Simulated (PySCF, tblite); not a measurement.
**C5H5ClF2: dynamics, then NMR shifts on frames, part 1 of 2**

Aim: move C5H5ClF2 (`C#CCC(F)(F)CCl`) away from its starting geometry and see how NMR shifts follow the geometry.

Programs: tblite 0.8.0 and PySCF 2.14.0, with density-fitted response routines of our own. Each step states its level of theory. These are calculated values for one molecule in the gas phase, unless marked as measured. Atoms count from 0, in the outputs and in this text.

**1. Starting geometry**

13 atoms, charge 0, multiplicity 1; geometry from: GFN2-xTB.

Bonds of the start (Å): C0–C1 1.20, C1–C2 1.45, C2–C3 1.53, C3–F4 1.36, C3–F5 1.37, C3–C6 1.53, C6–Cl7 1.77, C0–H8 1.05, C2–H9 1.09, C2–H10 1.09, C6–H11 1.09, C6–H12 1.09.

**2. Dynamics with GFN2-xTB**

Job settings and geometry (Å):

```
{"job": {"kind": "md", "xc": "GFN2-xTB", "basis": "xTB", "temperature": 600, "steps": 2000, "every": 50, "frames": 5}, "charge": 0, "multiplicity": 1}
C      2.386820    -0.719999     0.525462
C      1.481184     0.060594     0.501835
C      0.375362     0.993626     0.441794
C     -0.676501     0.542081    -0.570714
F     -1.696798     1.443898    -0.592489
F     -0.158539     0.580466    -1.835772
C     -1.227935    -0.865902    -0.352624
Cl    -1.827570    -1.071196     1.304577
H      3.191760    -1.391104     0.562301
H     -0.104473     1.075471     1.419931
H      0.737519     1.980127     0.139164
H     -0.428506    -1.587856    -0.520603
H     -2.056713    -1.039720    -1.040590
```

Method: GFN2-xTB Langevin dynamics, gas phase.

Run with:

```bash
OMP_NUM_THREADS=1 python probes_run.py task.json out
```

One launch serves the whole session: the jobs run in the order shown.

Output:

```text
t/fs     T/K      E/eV
    0.0   500.1   -740.22922
   25.0   466.6   -739.70746
   50.0   713.8   -739.67731
   75.0   448.2   -739.40454
  100.0   678.5   -739.46768
  125.0   804.8   -739.35509
  150.0   555.7   -739.38075
  175.0   595.7   -739.28649
  200.0   480.0   -739.42943
  225.0   593.1   -739.58234
  250.0   580.8   -739.37184
  275.0   521.8   -739.28115
  300.0   763.2   -739.40383
  325.0   672.6   -739.41138
  350.0   840.2   -739.36771
  375.0   615.9   -739.45888
  400.0   661.0   -739.33931
  425.0   557.0   -739.28054
  450.0   649.8   -739.43856
  475.0   506.2   -739.25881
  500.0   739.9   -739.59982
  525.0   506.8   -739.27989
  550.0   635.0   -739.36464
  575.0   784.4   -739.52763
  600.0   614.0   -739.53055
  625.0   557.4   -739.37378
  650.0   502.6   -739.45705
  675.0   648.9   -739.37092
  700.0   606.7   -739.21253
  725.0   475.0   -739.18955
  750.0   762.0   -739.48551
  775.0   777.6   -739.31944
  800.0   811.6   -739.26984
  825.0   679.1   -739.18023
  850.0   794.2   -739.24555
  875.0   695.6   -738.94043
  900.0   679.6   -739.18844
  925.0   827.9   -739.16675
  950.0   670.5   -739.25129
  975.0   807.1   -739.33173
 1000.0   956.2   -739.17086
```

Run time: 11 s. Hardware: 1 thread of Arm Neoverse V2, shared host; peak memory 0.19 GiB.

Distance from the start (root mean square after alignment): 0 fs 0.00 Å, 200 fs 0.22 Å, 400 fs 0.28 Å, 600 fs 0.30 Å, 800 fs 0.22 Å, 1000 fs 0.49 Å.

Positions (Å) and forces (eV/Å) at 1000 fs:

```xyz
13

C     1.340   -0.780    0.315   -2.554    0.616    0.516
C     0.203   -0.468    0.552   -1.113   -0.265    0.934
C    -1.159   -0.115    1.084    1.129    0.841    0.472
C    -2.342   -0.473    0.084    0.084   -1.154    2.334
F    -3.332    0.447    0.174    0.071    0.200   -0.071
F    -1.899   -0.459   -1.175    0.009    0.162   -0.495
C    -3.009   -1.924    0.300    0.476   -0.781   -2.216
Cl   -3.108   -2.776    1.851    0.304    0.660    0.027
H     2.333   -0.906    0.359    2.082   -0.415   -0.461
H    -1.301   -0.585    2.149    0.107    0.611   -2.050
H    -0.998    1.051    1.268   -1.030   -2.075   -0.516
H    -2.425   -2.604   -0.411   -0.169    0.698    0.983
H    -4.031   -2.024   -0.154    0.604    0.902    0.542
```

**3. Shielding tensors: 250 fs, PBE0/pcSseg-1**

Job settings and geometry (Å):

```
{"job": {"kind": "nmr", "xc": "PBE0", "basis": "pcSseg-1", "pop": false}, "charge": 0, "multiplicity": 1}
C      1.932200    -0.580900     0.632600
C      1.002900     0.194000     0.832900
C     -0.205400     1.055600     0.705100
C     -0.959900     0.231400    -0.361000
F     -2.220700     0.748200    -0.621400
F     -0.385500     0.499000    -1.625500
C     -1.184300    -1.243600    -0.295800
Cl    -2.264300    -1.685300     1.102900
H      2.621500    -1.275900     0.901300
H     -0.827700     0.912800     1.523600
H      0.025400     2.082300     0.436300
H     -0.228900    -1.767400    -0.263100
H     -1.895200    -1.468100    -1.195300
```

Method: GIAO PBE0/pcSseg-1 NMR shielding, non-relativistic, gas phase.

Output:

```text
coarse grid: 12328 points
cycle   1  E = -852.5050285149  dE =  9.839e-01  |g| = 8.082e-01  |ddm| = 3.262e+00
cycle   2  E = -852.3195950052  dE =  1.854e-01  |g| = 1.339e+00  |ddm| = 1.458e+00
cycle   3  E = -852.6216106617  dE = -3.020e-01  |g| = 1.570e-01  |ddm| = 9.235e-01
cycle   4  E = -852.6250011289  dE = -3.390e-03  |g| = 1.091e-01  |ddm| = 1.959e-01
cycle   5  E = -852.6278302338  dE = -2.829e-03  |g| = 2.273e-02  |ddm| = 7.699e-02
cycle   6  E = -852.6279474280  dE = -1.172e-04  |g| = 3.514e-03  |ddm| = 2.264e-02
cycle   7  E = -852.6279500119  dE = -2.584e-06  |g| = 1.251e-03  |ddm| = 3.759e-03
final grid: 117856 points
cycle   8  E = -852.6901598527  dE = -5.076e-05  |g| = 8.063e-03  |ddm| = 2.699e-02
cycle   9  E = -852.6901485684  dE =  1.128e-05  |g| = 1.147e-02  |ddm| = 1.532e-02
cycle  10  E = -852.6901726944  dE = -2.413e-05  |g| = 1.835e-03  |ddm| = 8.484e-03
cycle  11  E = -852.6901732193  dE = -5.249e-07  |g| = 9.185e-04  |ddm| = 1.762e-03
cycle  12  E = -852.6901734225  dE = -2.032e-07  |g| = 1.982e-04  |ddm| = 6.892e-04
cycle  13  E = -852.6901734313  dE = -8.853e-09  |g| = 3.086e-05  |ddm| = 1.698e-04
cycle  14  E = -852.6901734316  dE = -2.033e-10  |g| = 9.551e-06  |ddm| = 3.383e-05
converged SCF energy = -852.6901734316

GIAO shielding tensors (ppm)
atom      isotropic    diamagn.    paramagn.     s11        s22        s33       span
  0 C      102.027     262.154    -160.127     18.144     32.275    255.663    237.519
  1 C       88.382     268.705    -180.323    -15.303     -3.451    283.899    299.203
  2 C      158.471     250.632     -92.160    144.677    158.109    172.627     27.950
  3 C       50.802     239.734    -188.932     39.968     47.206     65.232     25.265
  4 F      257.173     473.135    -215.962    147.207    271.413    352.899    205.693
  5 F      249.605     476.737    -227.132    135.323    254.955    358.537    223.214
  6 C      125.729     246.723    -120.994    103.201    130.487    143.497     40.296
  7 Cl     845.559    1145.318    -299.760    681.174    760.527   1094.975    413.801
  8 H       30.660      32.610      -1.950     24.636     25.842     41.501     16.865
  9 H       29.934      29.224       0.710     26.637     29.455     33.709      7.072
 10 H       28.511      27.721       0.790     24.108     26.594     34.831     10.723
 11 H       26.436      29.200      -2.764     22.070     26.263     30.974      8.904
 12 H       25.406      26.391      -0.985     19.902     25.208     31.107     11.205
```

It took 25 s on 1 thread of Arm Neoverse V2, shared host; peak memory 0.76 GiB.

The references, computed at this level on geometries of the same kind, shield at (ppm): 1H TMS 31.72, 13C TMS 186.9, 19F CFCl3 170.9, 35Cl HCl 950. Their shielding less the atom's gives the shift. The references are single molecules in the gas phase, so shifts against H2O, NH3, PH3, H3PO4 or CFCl3 are not on the usual liquid scales and can be off by tens of ppm. Each atom is listed at this fixed geometry, with no averaging over motion; a spectrum would average atoms that exchange fast.

```
atoms                                 environment  σ (ppm)  δ (ppm)
   C3  fully substituted sp3 carbon bonded to 2 F     50.8    136.1
   C1                               alkyne carbon     88.4     98.5
   C0                      terminal alkyne carbon    102.0     84.9
   C6                        sp3 CH2 bonded to Cl    125.7     61.2
   C2                         propargylic sp3 CH2    158.5     28.5
  H12         hydrogen on an sp3 CH2 bonded to Cl    25.41     6.31
  H11         hydrogen on an sp3 CH2 bonded to Cl    26.44     5.28
  H10           hydrogen on a propargylic sp3 CH2    28.51     3.21
   H9           hydrogen on a propargylic sp3 CH2    29.93     1.78
   H8        hydrogen on a terminal alkyne carbon    30.66     1.06
   F5                     fluorine of a CF2 group    249.6    -78.7
   F4                     fluorine of a CF2 group    257.2    -86.2
  Cl7                        chlorine bonded to C      846      104
```

Orbitals, density, ELF and potential are computed afterwards from the orbital file.

Frontier orbitals at PBE0/pcSseg-1, with the share of their density that lies nearest to each atom:

```
orbital  energy (eV)                                    lies on
   HOMO        -8.41                     C0, C1 about 37 % each
   LUMO        -0.25  C0, C1 about 18 % each; Cl7 17 %; C6 12 %
```

ELF in a plane through or near 8 of the atoms.

Ten even steps from ' ' (0.00) to '@' (1.00):
```
                                                        
                                                        
                                                        
                                                        
                          ====..                        
        ..##%%**..      --@@@@##::..                    
        ##@@@@@@##==::  ++@@@@@@****##**::              
        %%@@@@@@##****..::@@@@%%..##@@%%==              
        ::##%%==----%%**  ::++++  ++##**::              
        ..--**==--##%%**....++@@@@++..                  
        ..--**%%%%++..++==++**::::--++**++..            
          --++####**++%%**%%@@====####%%##--            
          ..--========**--++##++::##**##**::            
              ..    --%%@@%%**....**%%##==..            
                    ##@@@@@@%%..  ::--::..              
                    %%@@@@@@%%..                        
                    ..++##==..                          
                                                        
                                                        
                                                        
```
The map spans 11.1 Å across and 9.6 Å up, centred on the molecule. Atoms in the plane (x, y in Å): C0 (-2.3, 0.6), C1 (-1.5, -0.3), C3 (0.7, -0.4), F4 (1.9, -1.1), C6 (1.0, 1.0), H8 (-3.0, 1.3), H10 (-0.6, -2.2), H11 (0.1, 1.6).

log10 of the density (e/Å³) in the same plane.

Ten even steps from ' ' (-4.0) to '@' (1.2):
```
                                                        
                                                        
                                                        
                        ....::::::::....                
        ..::----::::::::--========------::..            
      ..--==========----==++**++++++====--::..          
    ..::==++**##**++++==++##########****++--::          
    ..--==**%%%%####**++++####%%%%####**++==::          
    ::--==**##%%@@%%##**++**##%%%%####**++--::          
    ..::==++**##%%%%%%##****##%%%%##**++==--::          
    ..::--==**####%%%%########%%%%######**==--          
    ....--==++**############%%%%##%%@@@@##++--..        
        ::--====++****##%%%%######%%@@@@##++--..        
        ..::----==++**##%%####****######**==::          
            ..::--==++######**======++++==--..          
              ..::--==++**++++==--------::..            
                ..::----==----::..                      
                    ..::::::....                        
                                                        
                                                        
```
The map spans 11.1 Å across and 9.6 Å up, centred on the molecule. Atoms in the plane (x, y in Å): C0 (-2.3, 0.6), C1 (-1.5, -0.3), C3 (0.7, -0.4), F4 (1.9, -1.1), C6 (1.0, 1.0), H8 (-3.0, 1.3), H10 (-0.6, -2.2), H11 (0.1, 1.6).

On the surface of density 0.002 e/bohr³ the electrostatic potential runs, from the 1st to the 99th percentile, from -0.90 V near F5 to 1.51 V near H8.

**4. NMR shieldings: 425 fs, PBE0/pcSseg-1**

Job settings and geometry (Å):

```
{"job": {"kind": "nmr", "xc": "PBE0", "basis": "pcSseg-1", "pop": false}, "charge": 0, "multiplicity": 1}
C      1.758400    -0.676600     1.621500
C      0.631700    -0.299200     1.477100
C     -0.869800     0.082700     1.443400
C     -1.524200    -0.092000    -0.037400
F     -2.799100     0.483600    -0.027900
F     -0.790100     0.724800    -1.011700
C     -1.799200    -1.488400    -0.561200
Cl    -2.647100    -2.589100     0.597100
H      2.832900    -0.744200     1.751500
H     -1.429100    -0.662000     2.034200
H     -0.851000     1.163700     1.607800
H     -0.857200    -1.998400    -0.965700
H     -2.549200    -1.283300    -1.304100
```

With the program's defaults for keys left out, this is: GIAO PBE0/pcSseg-1 NMR shielding, non-relativistic, gas phase.

Output:

```text
coarse grid: 12328 points
cycle   1  E = -852.4962054681  dE =  7.266e-01  |g| = 8.296e-01  |ddm| = 3.252e+00
cycle   2  E = -852.2756487463  dE =  2.206e-01  |g| = 1.428e+00  |ddm| = 1.657e+00
cycle   3  E = -852.6275987855  dE = -3.520e-01  |g| = 1.178e-01  |ddm| = 1.023e+00
cycle   4  E = -852.6290878400  dE = -1.489e-03  |g| = 9.026e-02  |ddm| = 1.774e-01
cycle   5  E = -852.6308671143  dE = -1.779e-03  |g| = 2.810e-02  |ddm| = 6.753e-02
cycle   6  E = -852.6310442566  dE = -1.771e-04  |g| = 5.721e-03  |ddm| = 2.412e-02
cycle   7  E = -852.6310504811  dE = -6.225e-06  |g| = 1.912e-03  |ddm| = 5.189e-03
final grid: 117856 points
cycle   8  E = -852.6938040201  dE = -4.056e-05  |g| = 8.177e-03  |ddm| = 2.649e-02
cycle   9  E = -852.6937892389  dE =  1.478e-05  |g| = 1.251e-02  |ddm| = 1.480e-02
cycle  10  E = -852.6938168629  dE = -2.762e-05  |g| = 1.399e-03  |ddm| = 8.582e-03
cycle  11  E = -852.6938171553  dE = -2.924e-07  |g| = 6.199e-04  |ddm| = 1.401e-03
cycle  12  E = -852.6938172399  dE = -8.454e-08  |g| = 2.088e-04  |ddm| = 4.929e-04
cycle  13  E = -852.6938172500  dE = -1.012e-08  |g| = 3.930e-05  |ddm| = 1.679e-04
cycle  14  E = -852.6938172503  dE = -3.220e-10  |g| = 1.254e-05  |ddm| = 3.929e-05
converged SCF energy = -852.6938172503

GIAO shielding tensors (ppm)
atom      isotropic    diamagn.    paramagn.     s11        s22        s33       span
  0 C      106.907     261.921    -155.014     24.729     33.182    262.810    238.081
  1 C      100.973     267.762    -166.790      4.611      7.961    290.347    285.736
  2 C      146.529     248.323    -101.794    120.435    154.022    165.129     44.694
  3 C       36.693     238.939    -202.246     18.139     34.767     57.175     39.036
  4 F      239.619     472.417    -232.797    157.457    242.791    318.610    161.153
  5 F      236.067     477.279    -241.212     88.851    264.259    355.091    266.240
  6 C      128.730     245.397    -116.668    102.256    138.170    145.763     43.506
  7 Cl     832.095    1144.133    -312.038    647.364    764.786   1084.136    436.771
  8 H       28.941      31.850      -2.909     23.647     23.894     39.283     15.636
  9 H       27.154      26.539       0.615     22.829     27.873     30.760      7.932
 10 H       27.810      27.283       0.527     22.849     28.248     32.332      9.483
 11 H       26.363      26.874      -0.512     21.584     25.799     31.704     10.120
 12 H       27.537      27.621      -0.083     22.241     27.428     32.944     10.703
```

It took 19 s on 1 thread of Arm Neoverse V2, shared host; peak memory 0.77 GiB.

In short: δ C3 150.2, C1 86.0, C0 80.0, C6 58.2, H11 5.35, H9 4.56 ppm.

(Continued in part 2 of 2.)
